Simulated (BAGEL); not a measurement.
**singlet [CH4AlO2]+, step by step**

Aim: the energy (singlet [CH4AlO2]+, HF/def2-SV(P)), then a single-point energy (doublet CH4AlO2, NEVPT2(3,3)/def2-SV(P)), then a single-point energy (doublet CH4AlO2, CASPT2(3,3)/def2-SV(P)) of CH4AlO2. 

Program for the calculation: BAGEL 1.2.2.

**1. The molecule**

The species is [CH4AlO2]+ (8 atoms), meant as a singlet with charge +1. As SMILES of the parent species, `C[O][Al][OH]`. The O4–H8 distance was set to 1.291 Å, away from the relaxed value. That shape belongs to the parent species and isn't relaxed for this state.

Bond lengths: C1–O2 1.394 Å, O2–Al3 1.683 Å, Al3–O4 1.701 Å, C1–H5 1.097 Å, C1–H6 1.095 Å, C1–H7 1.095 Å. Angles: C1–O2–Al3 139.7°, O2–Al3–O4 116.5°, O2–C1–H5 112.7°, O2–C1–H6 110.1°, O2–C1–H7 110.0°, H5–C1–H6 108.0°, H5–C1–H7 108.0°, H6–C1–H7 107.9°. A long bond or contact: O4–H8 1.291 Å.

**2. A single-point energy at HF/def2-SV(P) (density fitting with svp-jkfit) (run 1)**

input.json reads:

```json
{ "bagel" : [

{
  "title" : "molecule",
  "basis" : "def2-sv_p_.json",
  "df_basis" : "svp-jkfit",
  "angstrom" : "true",
  "geometry" : [
    { "atom" : "C", "xyz" : [    0.308239,    1.699819,   -0.687504 ] },
    { "atom" : "O", "xyz" : [   -0.020261,    0.616419,    0.126696 ] },
    { "atom" : "Al", "xyz" : [   -0.047061,   -1.065681,    0.075396 ] },
    { "atom" : "O", "xyz" : [   -0.586361,   -1.857981,    1.480296 ] },
    { "atom" : "H", "xyz" : [    0.676739,    1.392219,   -1.673504 ] },
    { "atom" : "H", "xyz" : [   -0.569861,    2.336319,   -0.838404 ] },
    { "atom" : "H", "xyz" : [    1.085539,    2.305419,   -0.210104 ] },
    { "atom" : "H", "xyz" : [   -0.646300,   -3.146000,    1.548200 ] }
  ]
},
{
  "title" : "hf",
  "charge" : 1
},
{
  "title" : "print",
  "file" : "orbitals.molden",
  "orbitals" : "true"
}

]}
```

The basis set def2-SV(P) is read from a file made from the Basis Set Exchange's data (not shown).

The run is started by

```
$ BAGEL_NUM_THREADS=1 BAGEL input.json > input.out
```

Output:

```text
* using 1 threads per process

  ===============================================================
  ===============================================================

  *** Geometry ***

  { "atom" : "C", "xyz" : [      0.582487,      3.212192,     -1.299194 ] },
  { "atom" : "O", "xyz" : [     -0.038288,      1.164863,      0.239421 ] },
  { "atom" : "Al", "xyz" : [     -0.088932,     -2.013845,      0.142478 ] },
[... 4 lines of this table left out ...]
  { "atom" : "H", "xyz" : [     -1.221330,     -5.945078,      2.925674 ] },

  Number of auxiliary basis functions:      429

  Since a DF basis is specified, we compute 2- and 3-index integrals:
    o Being stored without compression. Storage requirement is 0.016 GB

  Number of basis functions:       68
  Number of electrons      :       39

    * METHOD: MOLECULE                             0.16

  *** RHF ***

  === Nuclear Repulsion ===
   147.5930945679

      * DIIS with orbital gradients will be used.

  === RHF iteration (def2-sv_p_.json) ===
      0       -431.00286428          0.02802300           0.04
      1       -431.09951931          0.02558165           0.03
      2       -431.30362761          0.00209971           0.03
[... 13 lines of this table left out ...]
     16       -431.30588498          0.00000000           0.03
    * SCF iteration converged.

    * Permanent dipole moment:
           (   -0.605059,     2.411453,     1.818974) a.u.

    * METHOD: HF                                   0.71

    * METHOD: PRINT                                0.01

  ===============================================================
```

Run time: 1 s. Hardware: 1 thread of Arm Neoverse V1, shared host; peak memory 0.15 GiB.

**3. Doublet neutral CH4AlO2: the energy at NEVPT2(3,3)/def2-SV(P) (density fitting with svp-jkfit) (run 2)**

calc.json reads:

```json
{ "bagel": [

{
  "title": "molecule",
  "basis": "def2-sv_p_.json",
  "df_basis": "svp-jkfit",
  "angstrom": "true",
  "geometry": [
    { "atom": "C", "xyz": [       0.308239,       1.699819,      -0.687504 ] },
    { "atom": "O", "xyz": [      -0.020261,       0.616419,       0.126696 ] },
    { "atom": "Al", "xyz": [      -0.047061,      -1.065681,       0.075396 ] },
    { "atom": "O", "xyz": [      -0.586361,      -1.857981,       1.480296 ] },
    { "atom": "H", "xyz": [       0.676739,       1.392219,      -1.673504 ] },
    { "atom": "H", "xyz": [      -0.569861,       2.336319,      -0.838404 ] },
    { "atom": "H", "xyz": [       1.085539,       2.305419,      -0.210104 ] },
    { "atom": "H", "xyz": [      -0.646300,      -3.146000,       1.548200 ] }
  ]
},

{
  "title": "hf",
  "charge": 1
},

{
  "title": "casscf",
  "nstate": 1,
  "nact": 3,
  "nclosed": 18,
  "charge": 0,
  "nspin": 1,
  "active": [10, 20, 22],
  "maxiter": 200,
  "natocc": "true"
},

{
  "title": "nevpt2",
  "nstate": 1,
  "nact": 3,
  "nclosed": 18,
  "charge": 0,
  "nspin": 1,
  "active": [10, 20, 22],
  "maxiter": 200,
  "natocc": "true",
  "ncore": 8
},

{
  "title": "print",
  "file": "orbitals.molden",
  "orbitals": "true"
}

]}
```

The basis set def2-SV(P) is read from a file made from the Basis Set Exchange's data (not shown).

The run is started by

```
$ BAGEL_NUM_THREADS=1 BAGEL calc.json > calc.out
```

Output:

```text
* using 1 threads per process

  ===============================================================
  ===============================================================

  *** Geometry ***

  { "atom" : "C", "xyz" : [      0.582487,      3.212192,     -1.299194 ] },
  { "atom" : "O", "xyz" : [     -0.038288,      1.164863,      0.239421 ] },
  { "atom" : "Al", "xyz" : [     -0.088932,     -2.013845,      0.142478 ] },
[... 4 lines of this table left out ...]
  { "atom" : "H", "xyz" : [     -1.221330,     -5.945078,      2.925674 ] },

[... 23 lines left out ...]
    * SCF iteration converged.
[... 1 line left out ...]
    * Permanent dipole moment:
[... 28 lines left out ...]
    * Second-order optimization converged. *
[... 11 lines left out ...]
     * ci vector, state   0, <S^2> = 0.7500
[... 3 lines left out ...]
    * METHOD: CASSCF                               3.56

    * freezing 8 orbitals

  === DF-NEVPT2 calculation ===

    * 3-index integral transformation done
    * assembly done

      NEVPT2 correlation energy:   -0.5098653190      0.10

          (+0)     -0.4108015498
          (+0)'    -0.0338795096
          (+1)     -0.0157076509
          (+1)'    -0.0010646521
          (+2)     -0.0006756285
          (-1)     -0.0430904692
          (-1)'    -0.0007642385
          (-2)     -0.0038816203

      NEVPT2 total energy:       -432.1398893760

    * METHOD: NEVPT2                               0.18

    * METHOD: PRINT                                0.01

  ===============================================================
```

It took 4.8 s on 1 thread of Arm Neoverse V1, shared host; peak memory 0.15 GiB.

**4. Doublet neutral CH4AlO2: the energy at CASPT2(3,3)/def2-SV(P) (density fitting with svp-jkfit) (run 3)**

input.json reads:

```json
{ "bagel": [

{
  "title": "molecule",
  "basis": "def2-sv_p_.json",
  "df_basis": "svp-jkfit",
  "angstrom": "true",
  "geometry": [
    { "atom": "C", "xyz": [    0.308239,    1.699819,   -0.687504 ] },
    { "atom": "O", "xyz": [   -0.020261,    0.616419,    0.126696 ] },
    { "atom": "Al", "xyz": [   -0.047061,   -1.065681,    0.075396 ] },
    { "atom": "O", "xyz": [   -0.586361,   -1.857981,    1.480296 ] },
    { "atom": "H", "xyz": [    0.676739,    1.392219,   -1.673504 ] },
    { "atom": "H", "xyz": [   -0.569861,    2.336319,   -0.838404 ] },
    { "atom": "H", "xyz": [    1.085539,    2.305419,   -0.210104 ] },
    { "atom": "H", "xyz": [   -0.646300,   -3.146000,    1.548200 ] }
  ]
},
{
  "title": "hf",
  "charge": 1
},
{
  "title": "casscf",
  "nstate": 1,
  "nact": 3,
  "nclosed": 18,
  "nspin": 1,
  "active": [10, 20, 22],
  "maxiter": 200,
  "natocc": "true"
},
{
  "title": "print",
  "file": "orbitals.molden",
  "orbitals": "true"
},
{
  "title": "smith",
  "method": "caspt2",
  "ms": "true",
  "xms": "true",
  "sssr": "true",
  "shift": 0.2,
  "shift_imag": "true",
  "ncore": 8
}

]}
```

The basis set def2-SV(P) is read from a file made from the Basis Set Exchange's data (not shown).

The run is started by

```
$ BAGEL_NUM_THREADS=1 BAGEL input.json > input.out
```

Output:

```text
* using 1 threads per process

  ===============================================================
  ===============================================================

  *** Geometry ***

  { "atom" : "C", "xyz" : [      0.582487,      3.212192,     -1.299194 ] },
  { "atom" : "O", "xyz" : [     -0.038288,      1.164863,      0.239421 ] },
  { "atom" : "Al", "xyz" : [     -0.088932,     -2.013845,      0.142478 ] },
[... 4 lines of this table left out ...]
  { "atom" : "H", "xyz" : [     -1.221330,     -5.945078,      2.925674 ] },

[... 25 lines left out ...]
    * Permanent dipole moment:
[... 40 lines left out ...]
     * ci vector, state   0, <S^2> = 0.7500
[... 21 lines left out ...]
       #      aibj      arbs      arbi      airj      risj      airs      arst      rist         Etot      error   time
[... 9 lines left out ...]
      ------------------------------------------------------------------------------------------------------------------

    * CASPT2 energy : state  0     -432.1416481370
        w/o shift correction       -432.1394042569
        reference weight              0.8683162927

    * METHOD: SMITH                                0.40

  ===============================================================
```

Run time: 5.1 s. Hardware: 1 thread of Arm Neoverse V1, shared host; peak memory 0.15 GiB.

**5. Summary of results**

| quantity | value |
| --- | --- |
| run 1, HF/def2-SV(P): total energy | -431.30588 Eh |
| run 1, HF/def2-SV(P): HOMO energy | -17.24 eV |
| run 1, HF/def2-SV(P): LUMO energy | -7.18 eV |
| run 1, HF/def2-SV(P): HOMO–LUMO gap | 10.06 eV |
| doublet neutral CH4AlO2, run 2: total energy | -432.13989 Eh |
| doublet neutral CH4AlO2, run 3: total energy | -432.14165 Eh |
